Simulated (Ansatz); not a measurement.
# C2H6F2O2Sn: geometry and vibrations

What shape does C2H6F2O2Sn take? The plan is to relax it, then compute its harmonic vibrations to see whether it is a minimum and to get the zero-point energy and entropy.

Method: RKS PBE0-D4/def2-TZVP; program: Ansatz 0.2.0, Gaussian basis.

Levels to be run: relaxation at PBE-D4/def2-SVP; relaxation at PBE0-D4/def2-TZVP; harmonic vibrations at the same level.

2 further runs of the same task are left out: 1 for a known fault of the program, 1 set aside as unsound or not needed.

## Step 1: The starting structure

SMILES `C[O][Sn]([F])([F])[O]C`, 13 atoms, charge 0, spin multiplicity 1.

Atoms are counted from 1 here; the program's logs count them from 0.

Bond lengths: C1–O2 1.355 Å, C1–H8 1.116 Å, C1–H9 1.052 Å, C1–H10 1.144 Å, O2–Sn3 1.974 Å, Sn3–F4 2.049 Å, Sn3–F5 1.918 Å, Sn3–O6 1.972 Å, O6–C7 1.416 Å, C7–H11 1.081 Å, C7–H12 1.100 Å, C7–H13 1.161 Å. Angles: O2–C1–H8 110.3°, O2–C1–H9 115.7°, O2–C1–H10 108.4°, H8–C1–H9 110.9°, H8–C1–H10 102.0°, H9–C1–H10 108.7°, C1–O2–Sn3 105.1°, O2–Sn3–F4 108.4°, O2–Sn3–F5 110.6°, O2–Sn3–O6 110.4°, F4–Sn3–F5 109.1°, F4–Sn3–O6 108.4°, F5–Sn3–O6 109.9°, Sn3–O6–C7 108.0°, O6–C7–H11 110.3°, O6–C7–H12 108.2°, O6–C7–H13 107.1°, H11–C7–H12 108.7° and more.

As a file:

```
C    -1.3649    1.3607   -0.5746
O    -0.0681    1.6040   -0.2663
Sn    0.3721    0.3138    1.1617
F     2.3367    0.5719    1.6833
F    -0.7319    0.6112    2.7021
O     0.1389   -1.5339    0.5145
C     1.0190   -1.7292   -0.5768
H    -2.0243    1.6228    0.2867
H    -1.5756    0.3921   -0.9267
H    -1.6958    2.1178   -1.3654
H     2.0452   -1.6118   -0.2572
H     0.8805   -2.7551   -0.9495
H     0.6887   -0.9991   -1.4169
```

The start is a force-field geometry with small random shifts, so a cheaper pass at PBE-D4/def2-SVP comes first. Sn takes the def2 core potential; no spin-orbit term is included.

## Step 2: Geometry optimisation, PBE-D4/def2-SVP (cheap first pass)

Input file in.yaml:

```yaml
crystal:
  periodic: [false, false, false]
  atoms:
    - {symbol: C, position_ang: [-1.364900, 1.360700, -0.574600]}
    - {symbol: O, position_ang: [-0.068100, 1.604000, -0.266300]}
    - {symbol: Sn, position_ang: [0.372100, 0.313800, 1.161700]}
    - {symbol: F, position_ang: [2.336700, 0.571900, 1.683300]}
    - {symbol: F, position_ang: [-0.731900, 0.611200, 2.702100]}
    - {symbol: O, position_ang: [0.138900, -1.533900, 0.514500]}
    - {symbol: C, position_ang: [1.019000, -1.729200, -0.576800]}
    - {symbol: H, position_ang: [-2.024300, 1.622800, 0.286700]}
    - {symbol: H, position_ang: [-1.575600, 0.392100, -0.926700]}
    - {symbol: H, position_ang: [-1.695800, 2.117800, -1.365400]}
    - {symbol: H, position_ang: [2.045200, -1.611800, -0.257200]}
    - {symbol: H, position_ang: [0.880500, -2.755100, -0.949500]}
    - {symbol: H, position_ang: [0.688700, -0.999100, -1.416900]}
basis:
  gaussian: {orbitals: def2-SVP}
hamiltonian: {xc: pbe, dispersion: d4}
relax: {f_tol: 0.03, max_steps: 200}
```

The run is started by

```sh
$ ansatz run in.yaml --threads 2 --pin off --events-out ev --progress --plain --max-ram 20480MiB --backend cpu
```

Log (excerpt; [...] marks lines left out):

```text
Functional definition: PBE
  name "PBE"
  cite "Perdew, Burke & Ernzerhof, Phys. Rev. Lett. 77, 3865 (1996) doi:10.1103/PhysRevLett.77.3865"
  parent pbe
[...]
1537 factors; their error is unknown
[...]
mean field -17510.02059124 eV, -643.4813880097 hartree, gradient 7.8e-5 eV, S^2 0.000000; 0 other end points of the search recorded, 0 dependent functions left out
[...]
reference -17510.02063553 eV, -643.4813896375 hartree; 37, 37 occupied and 103, 103 virtual orbitals, 1537 factors
relax step   1: F+E_penalty+E_count = -17510.30511997 eV  Δ(F+E_penalty+E_count) = +0.000e0 eV  max|allowed force component| = 3.267e0 eV/Å  Δτ_max = 0.0000 Å  (31 SCF iters, accepted)
[...]
relax step   5: F+E_penalty+E_count = -17510.91378512 eV  Δ(F+E_penalty+E_count) = -4.251e-3 eV  max|allowed force component| = 3.405e-2 eV/Å  Δτ_max = 0.0674 Å  (31 SCF iters, accepted)
[...]
relax step   6: F+E_penalty+E_count = -17510.91413881 eV  Δ(F+E_penalty+E_count) = -3.537e-4 eV  max|allowed force component| = 1.719e-2 eV/Å  Δτ_max = 0.0176 Å  (33 SCF iters, accepted)
1537 factors; their error is unknown
[...]
mean field -17510.64160744 eV, -643.5042099343 hartree, gradient 1.8e-5 eV, S^2 0.000000; 1 other end points of the search recorded, 0 dependent functions left out
[...]
reference -17510.64165340 eV, -643.5042116233 hartree; 37, 37 occupied and 103, 103 virtual orbitals, 1537 factors
Total energy: -17510.91418477 eV, -643.5142269663 hartree
Atom 0 at    -1.508277     1.547249    -0.607658 Å, force    -0.003805     0.012135     0.014283 eV/Å
Atom 1 at    -0.179492     1.668499    -0.104665 Å, force     0.001132     0.004343    -0.005315 eV/Å
Atom 2 at     0.441082     0.333586     1.241471 Å, force    -0.001029    -0.007447    -0.016948 eV/Å
Atom 3 at     2.256914     0.839400     1.712280 Å, force    -0.002619     0.000971     0.001314 eV/Å
Atom 4 at    -0.630276     0.393926     2.861107 Å, force     0.001773    -0.000230    -0.001479 eV/Å
Atom 5 at     0.349863    -1.545983     0.579381 Å, force    -0.009452    -0.011647     0.002328 eV/Å
Atom 6 at     1.082749    -1.880132    -0.597299 Å, force     0.017192     0.011207     0.013498 eV/Å
Atom 7 at    -2.281695     1.753755     0.166567 Å, force    -0.002387    -0.001528    -0.004303 eV/Å
Atom 8 at    -1.720842     0.549179    -1.055422 Å, force     0.004089    -0.002383    -0.001439 eV/Å
Atom 9 at    -1.618999     2.307910    -1.409278 Å, force     0.001218    -0.001738     0.002424 eV/Å
Atom 10 at     2.184885    -1.830097    -0.445551 Å, force    -0.000179    -0.003268    -0.007392 eV/Å
Atom 11 at     0.822413    -2.929138    -0.852391 Å, force    -0.003514     0.000786     0.004974 eV/Å
Atom 12 at     0.822176    -1.242953    -1.473641 Å, force    -0.002421    -0.001202    -0.001945 eV/Å
Dipole moment:    -0.222134    -0.168157    -0.622247 e Å
```

Wall time 17 s (2 threads of AMD EPYC 7R13, shared host).

Step by step:

```
step  energy from step 1 (eV)  largest force component (eV/Å)
   1                   0.0000                          3.2672
   2                  -0.5438                          0.9697
   3                  -0.5911                          0.3604
   4                  -0.6044                          0.0752
   5                  -0.6087                          0.0341
   6                  -0.6090                          0.0172
```

Close pairs (by a distance rule), those that changed most:

```
  bond  before (Å)  after (Å)  change (Å)
Sn3–F4       2.049      1.943      -0.106
 C1–O2       1.355      1.426      +0.071
 C1–H9       1.052      1.114      +0.062
C7–H13       1.161      1.114      -0.047
C1–H10       1.144      1.111      -0.033
C7–H11       1.081      1.114      +0.032
Sn3–F5       1.918      1.943      +0.024
Sn3–O6       1.972      1.995      +0.023
```

## Step 3: Geometry optimisation, PBE0-D4/def2-TZVP

Input file in.yaml:

```yaml
crystal:
  periodic: [false, false, false]
  atoms:
    - {symbol: C, position_ang: [-1.508277, 1.547249, -0.607658]}
    - {symbol: O, position_ang: [-0.179492, 1.668499, -0.104665]}
    - {symbol: Sn, position_ang: [0.441082, 0.333586, 1.241471]}
    - {symbol: F, position_ang: [2.256914, 0.839400, 1.712280]}
    - {symbol: F, position_ang: [-0.630276, 0.393926, 2.861107]}
    - {symbol: O, position_ang: [0.349863, -1.545983, 0.579381]}
    - {symbol: C, position_ang: [1.082749, -1.880132, -0.597299]}
    - {symbol: H, position_ang: [-2.281695, 1.753755, 0.166567]}
    - {symbol: H, position_ang: [-1.720842, 0.549179, -1.055422]}
    - {symbol: H, position_ang: [-1.618999, 2.307910, -1.409278]}
    - {symbol: H, position_ang: [2.184885, -1.830097, -0.445551]}
    - {symbol: H, position_ang: [0.822413, -2.929138, -0.852391]}
    - {symbol: H, position_ang: [0.822176, -1.242953, -1.473641]}
basis:
  gaussian: {orbitals: def2-TZVP}
hamiltonian: {xc: pbe0, dispersion: d4}
relax: {f_tol: 0.005, max_steps: 150}
```

The run is started by

```sh
$ ansatz run in.yaml --threads 2 --pin off --events-out ev --progress --plain --max-ram 20480MiB --backend cuda --devices 0, --max-vram 18GiB
```

Log (excerpt; [...] marks lines left out):

```text
Functional definition: PBE0
  name "PBE0"
  cite "Adamo & Barone, J. Chem. Phys. 110, 6158 (1999) doi:10.1063/1.478522"
  cite "Perdew, Burke & Ernzerhof, Phys. Rev. Lett. 77, 3865 (1996) doi:10.1103/PhysRevLett.77.3865"
  parent pbe
[...]
1699 factors; their error is unknown
[...]
mean field -17525.73471814 eV, -644.0588715221 hartree, gradient 5.1e-5 eV, S^2 0.000000; 0 other end points of the search recorded, 0 dependent functions left out
[...]
reference -17525.73476023 eV, -644.0588730689 hartree; 37, 37 occupied and 235, 235 virtual orbitals, 1699 factors
relax step   1: F+E_penalty+E_count = -17525.96857628 eV  Δ(F+E_penalty+E_count) = +0.000e0 eV  max|allowed force component| = 1.112e0 eV/Å  Δτ_max = 0.0000 Å  (31 SCF iters, accepted)
[...]
Atom 3 at     2.103869     0.717027     1.349990 Å, force     0.000230     0.000343     0.000099 eV/Å
Atom 4 at    -0.744955     0.314325     2.470749 Å, force    -0.000058    -0.000224     0.000378 eV/Å
Atom 5 at     0.311807    -1.590034     0.308616 Å, force     0.002421    -0.000127    -0.001561 eV/Å
Atom 6 at     1.362414    -2.105075    -0.494913 Å, force    -0.000650     0.001550     0.000637 eV/Å
Atom 7 at    -2.189510     2.053860     0.480901 Å, force     0.000781    -0.000376    -0.001490 eV/Å
Atom 8 at    -2.225454     0.999181    -0.953974 Å, force     0.000885     0.001247     0.000873 eV/Å
Atom 9 at    -1.798287     2.712922    -1.118725 Å, force     0.000156     0.000077    -0.000004 eV/Å
Atom 10 at     2.346699    -1.941322    -0.045506 Å, force    -0.001578    -0.000221    -0.000708 eV/Å
Atom 11 at     1.196826    -3.180717    -0.582075 Å, force    -0.000113    -0.000048     0.000114 eV/Å
Atom 12 at     1.355777    -1.671678    -1.500804 Å, force     0.000033    -0.000573     0.001696 eV/Å
Dipole moment:    -0.182555    -0.139570    -0.514150 e Å
```

It took 69 s on 1 × H100 (card shared with other runs) with 2 threads of AMD EPYC 7R13, shared host; peak host memory 0.94 GiB.

The steps of the relaxation:

```
step  energy from step 1 (eV)  largest force component (eV/Å)
   1                   0.0000                          1.1118
   2                  -0.1807                          0.1968
   3                  -0.1880                          0.0413
   4                  -0.1889                          0.0487
   5                  -0.1895                          0.0119
   6                  -0.1901                          0.0323
   7                  -0.1907                          0.1142
   8                  -0.1915                          0.0751
   9                  -0.1926                          0.0398
  10                  -0.1922                          0.1738
  11                  -0.1934                          0.0571
  12                  -0.1936                          0.0787
  13                  -0.1939                          0.0311
  14                  -0.1942                          0.0190
  15                  -0.1945                          0.0408
  16                  -0.1946                          0.0244
  17                  -0.1947                          0.0061
  18                  -0.1947                          0.0190
  19                  -0.1948                          0.0114
  20                  -0.1948                          0.0064
  21                  -0.1948                          0.0029
```

Close pairs (by a distance rule), those that changed most:

```
  bond  before (Å)  after (Å)  change (Å)
Sn3–O6       1.995      1.927      -0.068
O2–Sn3       1.995      1.927      -0.067
Sn3–F4       1.943      1.896      -0.046
Sn3–F5       1.943      1.896      -0.046
 C1–H8       1.114      1.094      -0.019
C7–H11       1.114      1.094      -0.019
C7–H13       1.114      1.095      -0.019
 C1–H9       1.114      1.095      -0.019
```

Mulliken charges of the relaxed molecule (report file):

C1 -0.22; O2 -0.50; Sn3 1.55; F4 -0.46; F5 -0.46; O6 -0.50; C7 -0.22; H8 0.14; H9 0.13; H10 0.14; H11 0.14; H12 0.14; H13 0.13

## Step 4: Vibrations by finite differences

Input file in.yaml:

```yaml
crystal:
  periodic: [false, false, false]
  atoms:
    - {symbol: C, position_ang: [-1.704670, 1.835624, -0.475602]}
    - {symbol: O, position_ang: [-0.316516, 1.578430, -0.328696]}
    - {symbol: Sn, position_ang: [0.322502, 0.242658, 0.904941]}
    - {symbol: F, position_ang: [2.103869, 0.717027, 1.349990]}
    - {symbol: F, position_ang: [-0.744955, 0.314325, 2.470749]}
    - {symbol: O, position_ang: [0.311807, -1.590034, 0.308616]}
    - {symbol: C, position_ang: [1.362414, -2.105075, -0.494913]}
    - {symbol: H, position_ang: [-2.189510, 2.053860, 0.480901]}
    - {symbol: H, position_ang: [-2.225454, 0.999181, -0.953974]}
    - {symbol: H, position_ang: [-1.798287, 2.712922, -1.118725]}
    - {symbol: H, position_ang: [2.346699, -1.941322, -0.045506]}
    - {symbol: H, position_ang: [1.196826, -3.180717, -0.582075]}
    - {symbol: H, position_ang: [1.355777, -1.671678, -1.500804]}
basis:
  gaussian: {orbitals: def2-TZVP}
hamiltonian: {xc: pbe0, dispersion: d4}
phonons: {temperatures: {t_min: 298.15, t_max: 900, t_step: 200}}
```

Same command.

Log (excerpt; [...] marks lines left out):

```text
Functional definition: PBE0
  name "PBE0"
  cite "Adamo & Barone, J. Chem. Phys. 110, 6158 (1999) doi:10.1063/1.478522"
  cite "Perdew, Burke & Ernzerhof, Phys. Rev. Lett. 77, 3865 (1996) doi:10.1103/PhysRevLett.77.3865"
  parent pbe
[...]
1699 factors; their error is unknown
[...]
mean field -17525.93208473 eV, -644.0661246104 hartree, gradient 2.3e-5 eV, S^2 0.000000; 0 other end points of the search recorded, 0 dependent functions left out
[...]
reference -17525.93212685 eV, -644.0661261583 hartree; 37, 37 occupied and 235, 235 virtual orbitals, 1699 factors
[...]
1699 factors; their error is unknown
mean field -17525.93196561 eV, -644.0661202329 hartree, gradient 2.5e-6 eV, S^2 0.000000; 0 other end points of the search recorded, 0 dependent functions left out
[...]
reference -17525.93200774 eV, -644.0661217811 hartree; 37, 37 occupied and 235, 235 virtual orbitals, 1699 factors
[...]
Atom 6 at     1.362414    -2.105075    -0.494913 Å, force    -0.000665     0.001520     0.000662 eV/Å
Atom 7 at    -2.189510     2.053860     0.480901 Å, force     0.000795    -0.000362    -0.001490 eV/Å
Atom 8 at    -2.225454     0.999181    -0.953974 Å, force     0.000898     0.001263     0.000873 eV/Å
Atom 9 at    -1.798287     2.712922    -1.118725 Å, force     0.000167     0.000078    -0.000002 eV/Å
Atom 10 at     2.346699    -1.941322    -0.045506 Å, force    -0.001599    -0.000231    -0.000703 eV/Å
Atom 11 at     1.196826    -3.180717    -0.582075 Å, force    -0.000121    -0.000051     0.000119 eV/Å
Atom 12 at     1.355777    -1.671678    -1.500804 Å, force     0.000025    -0.000577     0.001701 eV/Å
Dipole moment:    -0.182554    -0.139570    -0.514149 e Å
Vibrations: 22.73 36.23 91.64 96.06 105.43 110.62 148.68 190.21 190.38 228.33 275.71 569.45 604.26 643.62 655.77 1088.66 1097.66 1175.04 1175.06 1190.16 1191.00 1475.41 1477.17 1492.53 1492.78 1497.71 1498.59 3021.52 3022.58 3090.28 3090.62 3120.25 3120.28 cm⁻¹, zero-point energy 2.373456 eV
```

Run time: 1.8 min. Hardware: 1 × H100 (card shared with other runs) with 2 threads of AMD EPYC 7R13, shared host; peak host memory 0.95 GiB.

Motions are named by where the mode's potential energy lies. Wavenumbers, unscaled:

```
mode  cm⁻¹             motion
   1    23            torsion
   2    36            torsion
   3    92            torsion
   4    96  torsion with bend
   5   105            torsion
   6   111               bend
   7   149  bend with torsion
   8   190  bend with torsion
   9   190               bend
  10   228               bend
  11   276               bend
  12   569       Sn–O stretch
  13   604       Sn–O stretch
  14   644       Sn–F stretch
  15   656       Sn–F stretch
  16  1089        C–O stretch
  17  1098        C–O stretch
  18  1175               bend
  19  1175               bend
  20  1190               bend
  21  1191               bend
  22  1475               bend
  23  1477               bend
  24  1493               bend
  25  1493               bend
  26  1498               bend
  27  1499               bend
  28  3022        C–H stretch
  29  3023        C–H stretch
  30  3090        C–H stretch
  31  3091        C–H stretch
  32  3120        C–H stretch
  33  3120        C–H stretch
```

From these modes and the moments of inertia (298.15 K, 1 bar, symmetry number 2):

```
                term            value
   zero-point energy     229.0 kJ/mol
          H(298) − E     260.5 kJ/mol
entropy, translation  176.1 J/(mol K)
   entropy, rotation  115.5 J/(mol K)
  entropy, vibration  160.1 J/(mol K)
      entropy, total  451.6 J/(mol K)
```

## Step 5: What came out

```
                  quantity            value
               point group               C2
                     steps           6 + 21
shift from the start (rms)          0.568 Å
              total energy   -17526.1634 eV
           dispersion term         -231 meV
             dipole moment           2.71 D
lowest, highest wavenumber    23, 3120 cm⁻¹
         zero-point energy     229.0 kJ/mol
       entropy at 298.15 K  451.6 J/(mol K)
```

**Reading.** The atoms moved 0.57 Å (rms) from the start; the bond that changed most is Sn3–F4, from 2.049 to 1.896 Å. No mode is imaginary: a true minimum at this level. The stiffest mode, 3120 cm⁻¹, is a C–H stretch, and 9 modes under 200 cm⁻¹ make the vibrational entropy uncertain. Harmonic hybrid wavenumbers usually lie a few per cent above measured fundamentals. The largest Mulliken charge, +1.55 e, sits on Sn3.
